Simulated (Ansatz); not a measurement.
# Ca7Y: the cost of one run

Method: DFT PBE, scalar-relativistic, plane waves, PAW, in Ansatz 0.2.0.

1 further run of the same task is left out (it didn't finish).

## 1. The starting structure

Symmetry: Pm-3m, No. 221, cubic system. The conventional cell has a = 7.040 Å, b = 7.040 Å, c = 7.040 Å, α = 90.00°, β = 90.00°, γ = 90.00°. Ca (site symmetry 4/mmm) has 6 Ca at 3.52 Å as nearest neighbours. Ca (site symmetry m-3m) has 6 Ca at 3.52 Å as nearest neighbours. Around Ca (site symmetry 4/mmm) lie 4 Ca at 3.52 Å and 2 Y at 3.52 Å. Around Y (site symmetry m-3m) lie 6 Ca at 3.52 Å.

As a file:

```xyz
8
Lattice="7.0400 0.0000 0.0000 0.0000 7.0400 0.0000 0.0000 0.0000 7.0400" Properties=species:S:1:pos:R:3 pbc="T T T"
Ca    3.5200    3.5200    0.0000
Ca    0.0000    3.5200    3.5200
Ca    3.5200    0.0000    3.5200
Ca    3.5200    3.5200    3.5200
Ca    3.5200    0.0000    0.0000
Ca    0.0000    3.5200    0.0000
Ca    0.0000    0.0000    3.5200
Y     0.0000    0.0000    0.0000
```

A structure generator made this guess: 4-, 6-connected net of one element, guests in its cages (Pm-3m, No. 221). Lengths come from tabulated atomic sizes and are only a guess.

## 2. The guess as it stands, on a coarse mesh

input.yaml reads:

```yaml
crystal:
  lattice:
    - [7.04, 0.0, 0.0]
    - [0.0, 7.04, 0.0]
    - [0.0, 0.0, 7.04]
  atoms:
    - { symbol: Ca, position: [0.5, 0.5, 0.0] }
    - { symbol: Ca, position: [0.0, 0.5, 0.5] }
    - { symbol: Ca, position: [0.5, 0.0, 0.5] }
    - { symbol: Ca, position: [0.5, 0.5, 0.5] }
    - { symbol: Ca, position: [0.5, 0.0, 0.0] }
    - { symbol: Ca, position: [0.0, 0.5, 0.0] }
    - { symbol: Ca, position: [0.0, 0.0, 0.5] }
    - { symbol: "Y", position: [0.0, 0.0, 0.0] }
basis:
  ecutwfc: 420
kpoints:
  mp_grid: { grid: [4, 4, 4] }
hamiltonian:
  xc: pbe
scf:
  occupations: { method: gaussian, width: 0.1 }
  lower_state_search: "off"
output:
  forces: true
  stress: true
  eigenvalues: true
```

Command:

```console
$ ansatz run input.yaml --threads 1 --pin off --max-ram 2560MiB --backend cpu --events-out ev --progress --plain --runs-dir out
```

What time and memory should one allow on 1 thread of Arm Neoverse V2, shared host?

About 8 s, with a peak of 0.51 GiB.
